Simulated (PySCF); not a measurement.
# C3H7FGe: the cost of one run

The runs use PySCF 2.14.0, with density-fitted response routines of our own; the level of theory stands in each step. All values are computed, except where a source is named. Atoms are numbered from 0 throughout.

### Step 1. Starting geometry

12 atoms, charge 0, multiplicity 1; geometry from: PBE0-D3(BJ)/def2-SVP.

Bonds of the start (Å): C0–C1 1.34, C1–Ge2 1.96, C1–C3 1.50, C3–F4 1.38, C0–H5 1.09, C0–H6 1.10, Ge2–H7 1.54, Ge2–H8 1.54, Ge2–H9 1.54, C3–H10 1.11, C3–H11 1.10.

### Step 2. Core holes by ΔSCF: SCAN, X2C

The job: settings as JSON, then the geometry in Å.

```
{"job": {"kind": "xps"}, "charge": 0, "multiplicity": 1}
C     -0.475668     1.409082    -0.725553
C     -0.215879     0.237054    -0.136995
Ge     1.611397    -0.298824     0.305799
C     -1.301598    -0.725755     0.231738
F     -0.837417    -2.021447     0.180074
H      0.313378     2.133733    -0.946476
H     -1.495943     1.701932    -1.004488
H      2.100765    -1.411100    -0.635422
H      1.678058    -0.801421     1.759201
H      2.506979     0.943262     0.139397
H     -1.642841    -0.534677     1.265562
H     -2.172213    -0.636746    -0.441256
```

With the program's defaults for keys left out, this is: delta-SCF UKS SCAN, pcX-2 on the ionised atom, pcseg-1 elsewhere, spin-free X2C.

On the command line:

```sh
OMP_NUM_THREADS=1 python probes_run.py task.json out
```

The driver reads the jobs from task.json and runs them one after another.

Q: Estimate the wall time and peak memory of this first job on 1 thread of Arm Neoverse V2, shared host.

About 22 s, with a peak of 0.52 GiB.
